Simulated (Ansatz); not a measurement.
**GeH₅NOSi: one species, many methods**

The task here is to estimate one member of a computed series from the others.

Method: functionals in def2-TZVPP, the program's frozen cores in correlated methods; program: Ansatz 0.2.0, Gaussian basis.

The runs, in order: PBE-D4, r2SCAN-D4, PBE0-D4, B3LYP-D4, ωB97X-V, ωB97M-V, B2PLYP; CCSD(T)/def2-TZVPP; MP2/def2-QZVPP; extrapolation to the limit.

## The geometry

An earlier PBE0-D4 in a triple-zeta def2 set relaxation fixed the geometry.

SMILES `O[SiH]1[NH][GeH2]1`, 9 atoms, charge 0, spin multiplicity 1.

Atoms are counted from 1 here; the program's logs count them from 0.

Bond lengths: O1–Si2 1.641 Å, O1–H5 0.959 Å, Si2–N3 1.677 Å, Si2–Ge4 2.296 Å, Si2–H6 1.489 Å, N3–Ge4 1.899 Å, N3–H7 1.005 Å, Ge4–H8 1.541 Å, Ge4–H9 1.543 Å. Angles: Si2–O1–H5 116.5°, O1–Si2–N3 117.6°, O1–Si2–Ge4 124.4°, O1–Si2–H6 107.1°, N3–Si2–Ge4 54.4°, N3–Si2–H6 120.4°, Ge4–Si2–H6 123.8°, Si2–N3–Ge4 79.7°, Si2–N3–H7 142.7°, Ge4–N3–H7 137.7°, Si2–Ge4–N3 45.9°, Si2–Ge4–H8 123.8°, Si2–Ge4–H9 126.6°, N3–Ge4–H8 112.3°, N3–Ge4–H9 112.9°, H8–Ge4–H9 109.5°.

The first run:

Input file in.yaml:

```yaml
crystal:
  periodic: [false, false, false]
  atoms:
    - {symbol: O, position_ang: [-0.648287, 0.943762, -1.814234]}
    - {symbol: Si, position_ang: [-0.050579, 0.790209, -0.293796]}
    - {symbol: N, position_ang: [1.045719, -0.446854, -0.010336]}
    - {symbol: Ge, position_ang: [-0.407683, -1.026397, 1.064873]}
    - {symbol: H, position_ang: [-0.989613, 1.807307, -2.054135]}
    - {symbol: H, position_ang: [0.214432, 2.163960, 0.214425]}
    - {symbol: H, position_ang: [1.964582, -0.772779, -0.256068]}
    - {symbol: H, position_ang: [-1.001562, -2.360711, 0.574329]}
    - {symbol: H, position_ang: [-0.038410, -1.144795, 2.557942]}
basis:
  gaussian: {orbitals: def2-TZVPP}
hamiltonian: {xc: pbe, dispersion: d4}
output: {forces: true, orbitals: {seedname: orbitals}}
```

Started as:

```bash
$ ansatz run in.yaml --threads 4 --pin off --events-out ev --progress --plain --max-ram 10444MiB
```

Among the steps run: PBE-D4 (GGA); r2SCAN-D4 (meta-GGA); PBE0-D4 (hybrid); B3LYP-D4 (hybrid); ωB97X-V (range-separated); ωB97M-V (range-separated); B2PLYP (double hybrid); CCSD(T) in def2-TZVPP; MP2 in def2-QZVPP.

One table of the session follows, with a row left open; its other results are not shown here.

| method | atomisation energy (kcal/mol) |
| --- | --- |
| PBE-D4 | 700.5 |
| r2SCAN-D4 | 693.3 |
| PBE0-D4 | 685.4 |
| B3LYP-D4 | 689.7 |
| ωB97X-V | ? |
| ωB97M-V | 693.1 |
| B2PLYP | 683.1 |
| HF/def2-TZVPP | 463.9 |
| MP2/def2-TZVPP | 683.6 |
| CCSD/def2-TZVPP | 661.4 |
| CCSD(T)/def2-TZVPP | 673.9 |
| MP2/CBS | 706.7 |
| CCSD(T)/CBS | 697.0 |

Q: Estimate the row for ωB97X-V from the others.

The run gave: atomisation energy (kcal/mol): 698.3. In the column «atomisation energy (kcal/mol)» it lies between CCSD(T)/CBS (697.0) and PBE-D4 (700.5).
